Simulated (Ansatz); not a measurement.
# BiTe (Fm-3m) in Ansatz: notebook, part 2 of 2

Ansatz 0.2.0. The steps go on from the part before.

### 3 Phonons, PBEsol

input.yaml reads:

```yaml
crystal:
  lattice:
    - [0.0, 3.235, 3.235]
    - [3.235, 0.0, 3.235]
    - [3.235, 3.235, 0.0]
  atoms:
    - { symbol: Bi, position: [0.0, 0.0, 0.0] }
    - { symbol: Te, position: [0.5, 0.5, 0.5] }
hamiltonian:
  xc: pbesol
  pseudopotentials: { kind: paw }
kpoints:
  mp_grid: { grid: [5, 5, 5] }
scf:
  occupations: { method: fermi_dirac, width: 0.05 }
phonons:
  method: dfpt
```

Potentials or basis: Ansatz PAW.

Command:

```
$ ansatz run input.yaml --threads 2 --pin off --max-ram 5632MiB --backend cpu --events-out ev --progress --plain --runs-dir out
```

The log of the run:

```text
Warning: RAYON_NUM_THREADS=2 ignored (pool sized by the plan → 2); use --threads N
Engine: ansatz 0.2.0, aarch64-unknown-linux-gnu
Pseudopotentials: kind: paw
Pseudopotential: Bi, paw, valence charge 15, recommended cutoff 420 eV (normal), Bi.paw.azcp
Pseudopotential: Te, paw, valence charge 16, recommended cutoff 420 eV (normal), Te.paw.azcp
Functional definition: PBEsol
  exchange = pbesol_x
  correlation = pbesol_c
Crystal: 2 atoms, lattice volume = 67.710 Å³
Basis set: ecut = 420 eV, 1363 PW (Γ), exchange–correlation on 64×64×64 points (8 copies of the dense FFT grid, shifted against one another)
Bands: 20, of which v1, the nominal top of the filled ones, is band 16 counted from 1 (15 counted from 0)
[... 46 lines left out ...]
  E_smearing   = -0.015176  (= −TS)
  E_closure    = -0.000000  (closes the sum)
  Σ components = -19143.666525   (vs F -19143.666525, Δ=0.00e0)
--- Band table (eV; the first three rows and the last of 18) ---
  k-point 0: bands = ["-27.5638", "-27.5638", "-27.5623", "-27.5623", "-27.5623", "-13.3946", "-13.3946", "-13.3899", "-13.3899", "-13.3899", "-3.8727", "1.5213", "7.1236", "7.1236", "7.1236", "11.8115", "11.8115", "11.8115", "14.3164", "14.3164"]
  k-point 1: bands = ["-27.5637", "-27.5637", "-27.5622", "-27.5621", "-27.5621", "-13.3963", "-13.3963", "-13.3893", "-13.3877", "-13.3877", "-3.5176", "0.7107", "7.2439", "7.2439", "7.4216", "10.5281", "10.7092", "10.7092", "14.2229", "15.0215"]
  k-point 2: bands = ["-27.5637", "-27.5637", "-27.5620", "-27.5618", "-27.5618", "-13.3994", "-13.3994", "-13.3883", "-13.3838", "-13.3838", "-2.5012", "-0.9171", "7.6195", "7.6195", "7.9004", "9.0910", "9.3069", "9.3069", "15.7753", "16.9482"]
  k-point 17: bands = ["-27.5639", "-27.5635", "-27.5621", "-27.5618", "-27.5615", "-13.4045", "-13.3950", "-13.3886", "-13.3843", "-13.3805", "-1.9266", "-0.9605", "5.0077", "5.0523", "7.6773", "9.7681", "12.8429", "13.1316", "14.0780", "15.9794"]
--- Phonons (Γ-DFPT): 2 representative perturbations + reference, on 18 of 125 k-points (Σ response iterations 6) ---
  k mesh reduced under 8 symmetry operations, with k and −k counted as one. Each operation leaves every solved perturbation unchanged. A smaller set is not used because it would not reduce the number of displacements times k-points to solve
  ASR residual: 2.589e-4 → 0.000e0 eV/Å²; symmetrization residual: 5.157e-5 eV/Å²
  ASR residual per site (eV/Å²): 9.82e-5 2.59e-4
  Γ frequencies (cm⁻¹): 0.00 0.00 0.00 105.11 105.11 105.11
  non-analytic LO–TO correction: not included (Born effective charges unavailable; polar crystals: no LO–TO splitting at Γ)
```

second_order_force_constants.tsv:

```text
# format = ansatz-second-order-force-constants/2
# a1_ang = 0e0 3.235e0 3.235e0
[... 70 lines left out ...]
0	1	0	0	0	1	-3.21879702617701e0	5.5877647453155e-31	1.1832913578315177e-30	5.5877647453155e-31	-3.2187970261770102e0	-1.3147681753683527e-31	1.1832913578315175e-30	-1.3147681753683527e-31	-3.2187970261770102e0
1	0	0	0	0	0	-3.21879702617701e0	5.5877647453155e-31	1.1832913578315175e-30	5.5877647453155e-31	-3.2187970261770102e0	-1.3147681753683527e-31	1.1832913578315177e-30	-1.3147681753683527e-31	-3.2187970261770102e0
1	1	0	0	0	1	3.21879702617701e0	-5.5877647453155e-31	-1.1832913578315175e-30	-5.5877647453155e-31	3.2187970261770102e0	1.3147681753683527e-31	-1.1832913578315177e-30	1.3147681753683527e-31	3.2187970261770102e0
```

Wall time 5.2 s (2 threads of Arm Neoverse V1, shared host); peak memory 0.44 GiB.

What came out:

```yaml
Free_energy: -19143.6665 eV
Band_gap_on_the_k_mesh: none (metal or under the smearing width)
Highest_phonon_frequency_at_Γ: 105 cm⁻¹
```

Levels at points of the mesh, in eV from the Fermi level:
| k point | band 12 | band 13 | band 14 | band 15 | band 16 | band 17 | band 18 | band 19 |
| --- | --- | --- | --- | --- | --- | --- | --- | --- |
| (0.00, 0.00, 0.00) | -8.22 | -2.62 | -2.62 | -2.62 | 2.07 | 2.07 | 2.07 | 4.57 |

Phonon frequencies in cm⁻¹ (negative: imaginary):
```tsv
q point	frequencies
(0.000, 0.000, 0.000)	0 0 0 105 105 105
```

Caveat: spin-orbit coupling is left out, which moves the levels of the heavy elements; the PAW data sets come from PBE, with cores solved anew for the run's functional, which leaves a small shift of forces and pressure.

### 4 Elastic constants, PBEsol

input.yaml: that of step 3 with these lines changed.

```diff
@@ -15,3 +15,7 @@
   occupations: { method: fermi_dirac, width: 0.05 }
-phonons:
-  method: dfpt
+output:
+  forces: true
+  stress: true
+elastic:
+  mode: relaxed_ion
+  stencil: two_point
```

Potentials or basis: Ansatz PAW.

Command:

```
$ ansatz run input.yaml --threads 2 --pin off --max-ram 5632MiB --backend cpu --events-out ev --progress --plain --runs-dir out
```

The log of the run:

```text
Warning: RAYON_NUM_THREADS=2 ignored (pool sized by the plan → 2); use --threads N
[... 7 set-up lines as earlier in the session ...]
Crystal: 2 atoms, lattice volume = 67.710 Å³
Basis set: ecut = 420 eV, 1363 PW (Γ), exchange–correlation on 64×64×64 points (8 copies of the dense FFT grid, shifted against one another)
Bands: 20, of which v1, the nominal top of the filled ones, is band 16 counted from 1 (15 counted from 0)
[... 2 set-up lines as earlier in the session ...]
[... 112 lines left out ...]
  dense FFT box of the reference and of every strained cell: 32×32×32
  strains applied: 11, 23; error gains: componentwise 1.00 (the most a stress slope's error grows in a printed constant), spectral 1.73 (1 for all six strains in a standard setting)
  C = ∂σ_k/∂η_j (tension-positive GPa; Voigt order 11 22 33 23 13 12):
        79.593     30.452     30.452      0.000      0.000     -0.000
        30.452     79.593     30.452     -0.000     -0.000      0.000
        30.452     30.452     79.593     -0.000     -0.000      0.000
         0.000      0.000     -0.000      3.229      0.000     -0.000
        -0.000      0.000      0.000     -0.000      3.229      0.000
         0.000     -0.000      0.000      0.000      0.000      3.229
  reference stress σ⁰ (GPa):      1.818      1.818      1.818      0.000     -0.000     -0.000
  C* (energy form; C + prestress term) asymmetry max|C*_kj − C*_jk| = 7.105e-15 GPa — a small one proves nothing (zero by symmetry where the batch's group is 432, −43m or m−3m); a large one is finite-difference/SCF noise where every solve meets its electron count
  moduli (Voigt/Reuss/Hill, GPa): K = 46.83/46.83/46.83   G = 11.77/4.95/8.36   E = 23.66   ν = 0.416
  mechanically stable: yes (min eigenvalue of sym C = 3.23 GPa)
  strain η (Voigt 11):  stress-route row diagonal C_11 = 79.59 GPa, energy-path curvature d²(F+E_count+ΔE)/dδ²/Ω₀ = 79.55 GPa
         δ    σ_11 (GPa)             F (eV)   n_scf  n_hpsi   n_pw
    -2.000e-3       1.6576      -19143.6679931       9    7334   1363   relax 0 steps, max|allowed force component| 6.07e-29 eV/Å
     2.000e-3       1.9760      -19143.6649237       7    5870   1363   relax 0 steps, max|allowed force component| 5.84e-29 eV/Å
  strain η (Voigt 23):  stress-route row diagonal C_44 = 3.23 GPa, energy-path curvature d²(F+E_count+ΔE)/dδ²/Ω₀ = 2.36 GPa
         δ    σ_23 (GPa)             F (eV)   n_scf  n_hpsi   n_pw
    -2.000e-3      -0.0065      -19143.6665310       7    9574   1363   relax 0 steps, max|allowed force component| 1.40e-29 eV/Å
     2.000e-3       0.0065      -19143.6665310       6    7964   1363   relax 0 steps, max|allowed force component| 1.22e-29 eV/Å
```

elastic.tsv:

```text
# convention: tension-positive GPa; Voigt order 11 22 33 23 13 12; engineering shear strains; stresses and constants hold the Pulay correction, whose part of sigma0, of c and of each member's stress the lines and columns named pulay_correction_..._gpa give (of c_energy it is that of c and, on the columns of strains 1 to 3, that of sigma0; of a layer's constants it is that of c in the plane, times a tenth of its plane spacing in ang); where a line pulay_correction_withheld stands none holds it
[... 15 lines left out ...]
6	1.5281831945e-29	-1.5084616513e-29	3.9443045261e-31	3.1554436209e-30	3.1554436209e-30	3.2287298866e0	-1.6212778281e-16	-1.6212778281e-16	-1.6212778281e-16	3.1554436209e-30	3.1554436209e-30	3.2287298866e0	-2.8982067026e-32	2.8789473453e-32	-1.9259299444e-34	6.1629758220e-33	-5.3096315746e-51	3.8800176200e-3
```

Run time: 5.5 s. Hardware: 2 threads of Arm Neoverse V1, shared host; peak memory 0.37 GiB.

Results:

```yaml
Free_energy: -19143.6665 eV
Pressure: -1.8 GPa
Band_gap_on_the_k_mesh: none (metal or under the smearing width)
Elastic_constants_C11_C12_C44: 80, 30, 3 GPa
Voigt_bulk_modulus: 47 GPa
```

Levels at points of the mesh, in eV from the Fermi level:
| k point | band 11 | band 12 | band 13 | band 14 | band 15 | band 16 | band 17 | band 18 | band 19 | band 20 |
| --- | --- | --- | --- | --- | --- | --- | --- | --- | --- | --- |
| (0.00, 0.00, 0.00) | -13.62 | -8.22 | -2.62 | -2.62 | -2.62 | 2.07 | 2.07 | 2.07 | 4.57 | 4.57 |

Elastic tensor in Voigt notation (GPa, in the Cartesian axes of the cell as first typed):
```
80 30 30  0  0  0
30 80 30  0  0  0
30 30 80  0  0  0
 0  0  0  3  0  0
 0  0  0  0  3  0
 0  0  0  0  0  3
```

Caveat: elastic constants of metals need much finer meshes, so these are rough; spin-orbit coupling is left out, which moves the levels of the heavy elements; the PAW data sets come from PBE, with cores solved anew for the run's functional, which leaves a small shift of forces and pressure.

### 5 Overview

```tsv
task	level	atoms under strain	gap on the mesh (eV)	pressure (GPa)
elastic constants	PBE	relaxed	none	0.7
phonons	PBEsol	-	none	-
elastic constants	PBEsol	relaxed	none	-1.8
```

Alike in all rows: potentials or basis Ansatz PAW; no spin polarisation; cell as given; k mesh 5 × 5 × 5; cutoff (eV) 420; smearing fermi-dirac 0.05 eV.

Every run on the cell as given and a fine mesh finds a metal.

Caveats: spin-orbit coupling is left out, which moves the levels of the heavy elements; elastic constants of metals need much finer meshes, so these are rough (some runs); the PAW data sets come from PBE, with cores solved anew for the run's functional, which leaves a small shift of forces and pressure (some runs).

Absolute energies hang on the potentials; compare differences alone.
